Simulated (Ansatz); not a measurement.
**C₆H₃F₂ radical: energies up the ladder**

The task here is to estimate one member of a computed series from the others.

Program: Ansatz 0.2.0. Level of theory: the levels named in each step. These are calculated values, not measurements.

## Starting point

Bond lengths: F1–C2 1.338 Å, C2–C3 1.365 Å, C3–C4 1.360 Å, C4–C5 1.395 Å, C5–C6 1.382 Å, C2–C7 1.401 Å, C6–C7 1.383 Å, C7–F8 1.342 Å, C4–H9 1.078 Å, C5–H10 1.079 Å, C6–H11 1.079 Å. Angles (14 of 16 angles, heavy atoms first): F1–C2–C3 123.2°, F1–C2–C7 119.8°, C3–C2–C7 117.1°, C2–C3–C4 124.6°, C3–C4–C5 117.7°, C4–C5–C6 120.2°, C5–C6–C7 120.1°, C2–C7–C6 120.4°, C2–C7–F8 119.5°, C6–C7–F8 120.0°, C3–C4–H9 121.6°, C5–C4–H9 120.6°, C4–C5–H10 119.5°, C6–C5–H10 120.3°.

Structure file:

```xyz
11

F     1.7922   -1.1467    0.1228
C     0.5474   -0.6614    0.0456
C    -0.5620   -1.4552    0.0081
C    -1.8390   -0.9933   -0.0710
C    -2.0271    0.3876   -0.1194
C    -0.9387    1.2391   -0.0837
C     0.3417    0.7235   -0.0002
F     1.3980    1.5511    0.0379
H    -2.6826   -1.6641   -0.0955
H    -3.0275    0.7862   -0.1843
H    -1.0644    2.3098   -0.1198
```

The first run:

Contents of input.yaml:

```yaml
crystal:
  periodic: [false, false, false]
  atoms:
    - { symbol: F, position_ang: [1.79216, -1.14667, 0.12279] }
    - { symbol: C, position_ang: [0.54736, -0.66144, 0.04556] }
    - { symbol: C, position_ang: [-0.56197, -1.45518, 0.00813] }
    - { symbol: C, position_ang: [-1.83896, -0.99334, -0.07096] }
    - { symbol: C, position_ang: [-2.0271, 0.38759, -0.11944] }
    - { symbol: C, position_ang: [-0.9387, 1.23907, -0.0837] }
    - { symbol: C, position_ang: [0.3417, 0.72346, -0.00024] }
    - { symbol: F, position_ang: [1.39802, 1.55107, 0.0379] }
    - { symbol: H, position_ang: [-2.68256, -1.66408, -0.09549] }
    - { symbol: H, position_ang: [-3.02754, 0.78623, -0.18428] }
    - { symbol: H, position_ang: [-1.06443, 2.30978, -0.11978] }
magnetization:
  spin_polarized: true
  initial_magnetization: 1
basis:
  gaussian: { orbitals: def2-SVPD }
hamiltonian:
  xc: pbe
  dispersion: d4
relax:
  f_tol: 0.03
  max_steps: 200
```

The run is started by

```
$ ansatz run input.yaml --threads 8 --pin off --max-ram 22528MiB --backend cpu --events-out ev --progress --plain --runs-dir out
```

Steps of the session up to this table: A rough first relaxation, PBE-D4/def2-SVPD; Relaxation, PBE0-D4/def2-TZVPPD; Frequencies, PBE0-D4/def2-TZVPPD; Single point, PBE-D4/def2-TZVPPD; Single point, r2SCAN-D4/def2-TZVPPD; Single point, B3LYP-D4/def2-TZVPPD; Single point, wB97M-V/def2-TZVPPD; Single point, B2PLYP/def2-TZVPPD; Single point, LDA/def2-TZVPPD; Single point, PBE0-D4/def2-SVPD; Single point, PBE-D4/def2-SVPD; The anion of multiplicity 1 at the same geometry, PBE0-D4/def2-TZVPPD; The anion of multiplicity 1 at the same geometry, PBE-D4/def2-TZVPPD; The anion of multiplicity 1 at the same geometry, r2SCAN-D4/def2-TZVPPD; The anion of multiplicity 1 at the same geometry, B3LYP-D4/def2-TZVPPD; The anion of multiplicity 1 at the same geometry, wB97M-V/def2-TZVPPD; The anion of multiplicity 1 at the same geometry, B2PLYP/def2-TZVPPD.

One of the session's tables, all rows but one given; the rest of the session is left out.

It belongs to the step «Vertical electron affinity». 

| level | vertical electron affinity (eV) |
| --- | --- |
| PBE-D4/def2-TZVPPD | 1.575 |
| r2SCAN-D4/def2-TZVPPD | ? |
| B3LYP-D4/def2-TZVPPD | 1.632 |
| wB97M-V/def2-TZVPPD | 1.610 |
| B2PLYP/def2-TZVPPD | 1.556 |

Estimate the missing values for r2SCAN-D4/def2-TZVPPD.

**Answer.** vertical electron affinity (eV): 1.359. In the column «vertical electron affinity (eV)» it is the lowest.
